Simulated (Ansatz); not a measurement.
# CH₆OSiTe: a ladder of functionals and wavefunction methods

How much do the methods differ for CH₆OSiTe? The plan is to run it at one geometry with functionals of several rungs and with coupled cluster, and see how far each lands from CCSD(T) at the basis-set limit for the atomisation energy.

Computed with Ansatz 0.2.0, Gaussian basis. Level: functionals in def2-TZVPP, the program's frozen cores in correlated methods.

Plan: PBE-D4, r2SCAN-D4, PBE0-D4, B3LYP-D4, ωB97X-V, ωB97M-V, B2PLYP; CCSD(T)/def2-TZVPP; MP2/def2-QZVPP; extrapolation to the limit.

## Step 1: The geometry

An earlier PBE0-D4 in a triple-zeta def2 set relaxation fixed the geometry. Te takes the def2 core potential; no spin-orbit term is included.

SMILES `OC[SiH2][TeH]`, 10 atoms, charge 0, spin multiplicity 1.

Atoms are counted from 1 here; the program's logs count them from 0.

Bond lengths: O1–C2 1.414 Å, O1–H5 0.960 Å, C2–Si3 1.894 Å, C2–H6 1.093 Å, C2–H7 1.102 Å, Si3–Te4 2.490 Å, Si3–H8 1.490 Å, Si3–H9 1.488 Å, Te4–H10 1.658 Å. Angles: C2–O1–H5 108.8°, O1–C2–Si3 114.1°, O1–C2–H6 106.6°, O1–C2–H7 111.8°, Si3–C2–H6 109.3°, Si3–C2–H7 108.4°, H6–C2–H7 106.3°, C2–Si3–Te4 114.0°, C2–Si3–H8 108.5°, C2–Si3–H9 109.4°, Te4–Si3–H8 104.0°, Te4–Si3–H9 111.2°, H8–Si3–H9 109.5°, Si3–Te4–H10 91.5°.

Geometry (Å):

```xyz
10

O    -1.4748    0.8017   -0.9792
C    -0.8103    0.6912    0.2645
Si    0.3811   -0.7769    0.3779
Te    2.2397   -0.7021   -1.2780
H    -1.9312   -0.0235   -1.1615
H    -0.2523    1.6209    0.4039
H    -1.5207    0.6285    1.1042
H    -0.3639   -2.0195    0.0290
H     0.9012   -0.8842    1.7678
H     2.9142    0.6128   -0.5256
```

## Step 2: PBE-D4 (GGA)

in.yaml

```yaml
crystal:
  periodic: [false, false, false]
  atoms:
    - {symbol: O, position_ang: [-1.474815, 0.801678, -0.979176]}
    - {symbol: C, position_ang: [-0.810302, 0.691202, 0.264516]}
    - {symbol: Si, position_ang: [0.381138, -0.776867, 0.377897]}
    - {symbol: Te, position_ang: [2.239712, -0.702128, -1.277999]}
    - {symbol: H, position_ang: [-1.931230, -0.023509, -1.161485]}
    - {symbol: H, position_ang: [-0.252289, 1.620908, 0.403856]}
    - {symbol: H, position_ang: [-1.520746, 0.628520, 1.104246]}
    - {symbol: H, position_ang: [-0.363942, -2.019521, 0.029023]}
    - {symbol: H, position_ang: [0.901249, -0.884152, 1.767773]}
    - {symbol: H, position_ang: [2.914225, 0.612768, -0.525551]}
basis:
  gaussian: {orbitals: def2-TZVPP}
hamiltonian: {xc: pbe, dispersion: d4}
output: {forces: true, orbitals: {seedname: orbitals}}
```

The run is started by

```console
$ ansatz run in.yaml --threads 4 --pin off --events-out ev --progress --plain --max-ram 10444MiB
```

Further steps of the session: r2SCAN-D4 (meta-GGA); PBE0-D4 (hybrid); B3LYP-D4 (hybrid); ωB97X-V (range-separated); ωB97M-V (range-separated); B2PLYP (double hybrid); CCSD(T) in def2-TZVPP; MP2 in def2-QZVPP.

Q: Predict the results of all the runs planned. Wanted: atomisation energy, CCSD(T)/CBS; farthest; mean size of error, hybrid; mean size of error, range-separated; gap, smallest and largest; T1 diagnostic; triples share of the correlation energy.

As calculated:

| quantity | value |
| --- | --- |
| atomisation energy, CCSD(T)/CBS | 3208.8 kJ/mol |
| functionals within 32.1 kJ/mol (1.0 %) | PBE-D4, r2SCAN-D4, B3LYP-D4, ωB97X-V, ωB97M-V |
| farthest | B2PLYP (-69.5 kJ/mol) |
| mean size of error, hybrid | 29.7 kJ/mol |
| mean size of error, range-separated | 14.3 kJ/mol |
| gap, smallest and largest | 4.04 eV (PBE-D4), 10.07 eV (ωB97X-V) |
| T1 diagnostic | 0.0110 |
| triples share of the correlation energy | 3.1 % |

**Reading.** PBE-D4 is off by +20.7 kJ/mol. Double hybrids carry the basis error of their MP2 part in triple zeta, and no dispersion term here, so their miss is partly the set-up's. Misses under about 32.1 kJ/mol are within the doubt on the reference itself, which lacks core-valence correlation, spin-orbit coupling and higher excitations, and its outer-core shells are covered unevenly. All levels share the lack of spin-orbit coupling, which lowers the free heavy atoms and so the true binding. Hartree-Fock recovers 70 % of the binding; the rest is correlation. Orbital gaps span 4.0 to 10.1 eV; exact exchange widens them. Correlated methods include outer-core shells of Te, which these sets cover unevenly.
